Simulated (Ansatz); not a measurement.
**LiSe+ (triplet): wave-function methods side by side, cc-pVTZ**

An exercise on one series of results from a longer session: the logs are not shown, and one member is left open.

The runs use Ansatz 0.2.0, Gaussian basis; cc-pVTZ, core rule «outside noble gas», up to 15 orbitals frozen.

Plan: UHF; CCSD(T) on ROHF; CCSD(T) on UHF; BCCD(T) on ROHF; CISD; CCSDT(Q) on ROHF; CCSDT(Q) on UHF.

17 further runs of the same task are left out: 7 for a known fault of the program, 5 that didn't finish, 5 set aside as unsound or not needed.

**The geometry**

The geometry is a PBE0/def2-TZVP stationary point (not a proven minimum). No spin-orbit coupling is included. The filled d shell of Se may be among the frozen orbitals whatever the setting's name suggests; the logs give the count.

2 atoms, charge 1, spin multiplicity 3.

Atoms are counted from 1 here; the program's logs count them from 0.

Bond lengths: Se1–Li2 2.568 Å.

The first run:

in.yaml reads:

```yaml
crystal:
  periodic: [false, false, false]
  atoms:
    - {symbol: Se, position_ang: [0.000000, 0.000000, 0.000000]}
    - {symbol: Li, position_ang: [0.000000, 0.000000, 2.568200]}
basis:
  gaussian: {orbitals: cc-pVTZ}
total_charge: 1
magnetization: {spin_polarized: true, initial_magnetization: 2}
hamiltonian: {xc: hf}
output: {orbitals: {seedname: orbitals}}
```

On the command line:

```bash
> ansatz run in.yaml --threads 1 --pin off --events-out ev --progress --plain --max-ram 2393MiB
```

Steps of the session up to this table: UHF; CCSD(T) on ROHF; CCSD(T) on UHF; BCCD(T) on ROHF; CISD; CCSDT(Q) on ROHF; CCSDT(Q) on UHF.

One of the session's tables, all rows but one given; the rest of the session is left out.

It belongs to the step «Misses and costs». 

| method | from UCCSDT(Q) (kJ/mol) |
| --- | --- |
| ROHF | +337.9 |
| UHF | +323.6 |
| RMP2 | +60.1 |
| UMP2 | ? |
| CISD | +19.4 |
| RCCSD | +13.1 |
| UCCSD | +11.8 |
| RCCSD(T) | +2.8 |
| UCCSD(T) | +1.9 |
| BCCD(T) | +2.8 |
| RCCSDT | +1.1 |
| UCCSDT | +0.2 |
| RCCSDT(Q) | +0.9 |
| UCCSDT(Q) | 0 |

Q: Estimate the row for UMP2 from the others.

**Answer.** from UCCSDT(Q) (kJ/mol): +62.1. In the column «from UCCSDT(Q) (kJ/mol)» it lies between RMP2 (+60.1) and UHF (+323.6).

Caveats from the session: Restricted and unrestricted rows rest on different reference determinants; where their highest levels disagree by more than a few hundredths of an eV, they describe different states and don't form one ladder.
